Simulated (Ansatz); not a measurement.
Program: Ansatz.

The input (input.yaml):

```yaml
crystal:
  lattice:
    - [5.654684, 0.0, 0.0]
    - [-2.827342, 4.8971, 0.0]
    - [0.0, 0.0, 18.721663]
  atoms:
    - { symbol: Ba, position: [0.0, 0.0, 0.0534141] }
    - { symbol: Ti, position: [0.3333333, 0.6666667, 0.1113574] }
    - { symbol: O, position: [0.4971, 0.9942, 0.0586895], spin: 0.28 }
    - { symbol: O, position: [0.0058, 0.5029, 0.0586895], spin: 0.27 }
    - { symbol: O, position: [0.4971, 0.5029, 0.0586895], spin: 0.27 }
    - { symbol: Ba, position: [0.66759401, 0.33447476, 0.16980358] }
    - { symbol: Ti, position: [-0.00018396, -0.00016358, 0.23949594] }
    - { symbol: O, position: [0.16453337, 0.32806773, 0.18745594] }
    - { symbol: O, position: [0.67272785, 0.83661715, 0.18802466] }
    - { symbol: O, position: [0.16465949, 0.83664029, 0.1880297] }
    - { symbol: Ba, position: [0.33566309, 0.66985856, 0.3031747] }
    - { symbol: Ti, position: [0.66633768, 0.33249002, 0.35308065] }
    - { symbol: O, position: [0.83844879, 0.6741443, 0.31457135] }
    - { symbol: O, position: [0.33588551, 0.17281742, 0.31274829] }
    - { symbol: O, position: [0.83970414, 0.17314606, 0.3127963] }
    - { symbol: "N", position: [0.63400067, 1.28475001, 0.45706513] }
    - { symbol: H, position: [0.46825367, 1.251851, 0.48628269] }
    - { symbol: H, position: [0.77920762, 1.29759667, 0.49159102] }
magnetization:
  spin_polarized: true
basis:
  ecutwfc: 420.0
kpoints:
  mp_grid: { grid: [2, 2, 1] }
hamiltonian:
  xc: pbe
scf:
  occupations: { method: gaussian, width: 0.05 }
  lower_state_search: "off"
  max_iter: 96
neb:
  images: 5
  f_tol: 0.05
  initial_path: idpp
  max_iterations: 8
  constraints: [{ sites: [0, 1, 2, 3, 4] }]
  final_atoms:
    - { symbol: H, position: [0.77776158, 1.21802205, 0.48254304] }
    - { symbol: H, position: [0.63192793, 1.40458278, 0.49523844] }
    - { symbol: "N", position: [0.695039, 1.31927754, 0.45721159] }
    - { symbol: O, position: [0.82953691, 0.16735889, 0.31263926] }
    - { symbol: O, position: [0.3273653, 0.16813828, 0.31405204] }
    - { symbol: O, position: [0.82881218, 0.66986331, 0.31350066] }
    - { symbol: Ti, position: [0.66642261, 0.33306144, 0.35312023] }
    - { symbol: Ba, position: [0.33091132, 0.66741475, 0.30307657] }
    - { symbol: O, position: [0.16319736, 0.83632854, 0.18805389] }
    - { symbol: O, position: [0.67149158, 0.83645181, 0.18767936] }
    - { symbol: O, position: [0.16298578, 0.32791562, 0.18783862] }
    - { symbol: Ti, position: [1.111e-05, -0.00038392, 0.23947213] }
    - { symbol: Ba, position: [0.66570671, 0.33359349, 0.16982535] }
    - { symbol: O, position: [0.49709998, 0.50289998, 0.05868951] }
    - { symbol: O, position: [0.0058, 0.50289998, 0.05868951] }
    - { symbol: O, position: [0.49709998, 0.99419995, 0.05868951] }
    - { symbol: Ti, position: [0.33333332, 0.66666663, 0.11135737] }
    - { symbol: Ba, position: [0.0, 0.0, 0.05341406] }
  order_check: false
```

Command:

```bash
$ ansatz run input.yaml --threads 2 --pin off --max-ram 5120MiB --backend cpu --events-out ev --progress --plain --runs-dir out
```

Task: What happens when this is run?

Result: The program refused the input.

```
Error: 16 input errors — fix all and re-run
  1. invalid value for `neb.final_atoms`: atom 0 is H but atom 0 of crystal.atoms is Ba — the final endpoint must list the same atoms in the same order
  2. invalid value for `neb.final_atoms`: atom 1 is H but atom 1 of crystal.atoms is Ti — the final endpoint must list the same atoms in the same order
  3. invalid value for `neb.final_atoms`: atom 2 is N but atom 2 of crystal.atoms is O — the final endpoint must list the same atoms in the same order
  4. invalid value for `neb.final_atoms`: atom 3 component x is constrained but differs between the endpoints (Δ = 5.607e0 Å) — what is held must be identical in both
  5. invalid value for `neb.final_atoms`: atom 3 component y is constrained but differs between the endpoints (Δ = -1.643e0 Å) — what is held must be identical in both
  6. invalid value for `neb.final_atoms`: atom 3 component z is constrained but differs between the endpoints (Δ = 4.754e0 Å) — what is held must be identical in both
  7. invalid value for `neb.final_atoms`: atom 4 component x is constrained but differs between the endpoints (Δ = -1.331e-2 Å) — what is held must be identical in both
[...]
 14. invalid value for `neb.final_atoms`: atom 15 is O but atom 15 of crystal.atoms is N — the final endpoint must list the same atoms in the same order
 15. invalid value for `neb.final_atoms`: atom 16 is Ti but atom 16 of crystal.atoms is H — the final endpoint must list the same atoms in the same order
 16. invalid value for `neb.final_atoms`: atom 17 is Ba but atom 17 of crystal.atoms is H — the final endpoint must list the same atoms in the same order
```
